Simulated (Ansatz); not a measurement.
## C₃H₅BO, SMILES OCB1C=C1: a single point in a Gaussian basis, step by step

With the Python package of Ansatz (0.2.0).

Run as a notebook:

**Cell 1**
```python
from pathlib import Path

import ansatz as az
from ase import Atoms
```

**Cell 2**
```python
BASIS_SET = "def2-TZVP"
FUNCTIONAL = "PBE0"
```

**Cell 3**
```python
atoms = Atoms(["O", "C", "B", "C", "C", "H", "H", "H", "H", "H"], positions=[
    (-1.444, -1.5099, 0.1938),
    (-0.1746, -1.2554, -0.2321),
    (0.2194, 0.2559, 0.0285),
    (0.2798, 1.5157, 0.8516),
    (1.1021, 1.4439, -0.2507),
    (-2.0789, -1.1141, -0.5478),
    (0.5268, -1.9163, 0.3533),
    (-0.0106, -1.4696, -1.3191),
    (-0.206, 2.0698, 1.7356),
    (1.869, 1.929, -0.8101),
])
molecule = az.Crystal.molecule_from_ase(atoms)
```

**Cell 4**
```python
model = (
    molecule.calculation()
    .basis(gaussian=BASIS_SET)
    .functional(FUNCTIONAL)
    .orbitals()
)
out = model.run(runs_dir="c3h5bo_runs")
data = out.report
```

**Cell 5**
```python
data["free_energy_ev"]
```
Output:
```text
-5908.366501877162
```

**Cell 6**
```python
print("reference energy %16.6f eV" % data["reference_energy_ev"])
print("total energy     %16.6f eV" % data["free_energy_ev"])
print("occupied (up, down):", data["n_occupied"], " virtual:", data["n_virtual"], " frozen:", data["n_frozen"])

lines = Path(data["orbitals_path"]).read_text().splitlines()
field_of = lambda key: [line.split("=")[1].strip() for line in lines if line.startswith(key)]
orbitals = [(27.211386 * float(e), s, float(n)) for e, s, n in zip(field_of("Ene="), field_of("Spin="), field_of("Occup="))]
homo = max(e for e, _, n in orbitals if n > 0.5)
lumo = min(e for e, _, n in orbitals if n < 0.5)
print(f"HOMO {homo:.3f} eV, LUMO {lumo:.3f} eV, gap {lumo - homo:.3f} eV")
```
Output:
```text
reference energy     -5908.366502 eV
total energy         -5908.366502 eV
occupied (up, down): [18, 18]  virtual: [167, 167]  frozen: 0
HOMO -7.090 eV, LUMO -0.411 eV, gap 6.680 eV
```

Total energies depend on the basis set; only differences at equal settings carry meaning. The geometry is a force-field or estimated start, not a minimum of this method, and the basis set is short of its limit. Levels such as HOMO and LUMO are orbital energies: with these approximate functionals they aren't the ionisation energy and electron affinity, and their gap isn't the fundamental gap. Run time: 5.5 s on 1 thread of Arm Neoverse V2 (shared host), peak memory 0.39 GiB.

(Lines on the test bed's own set-up are left out of the output.)
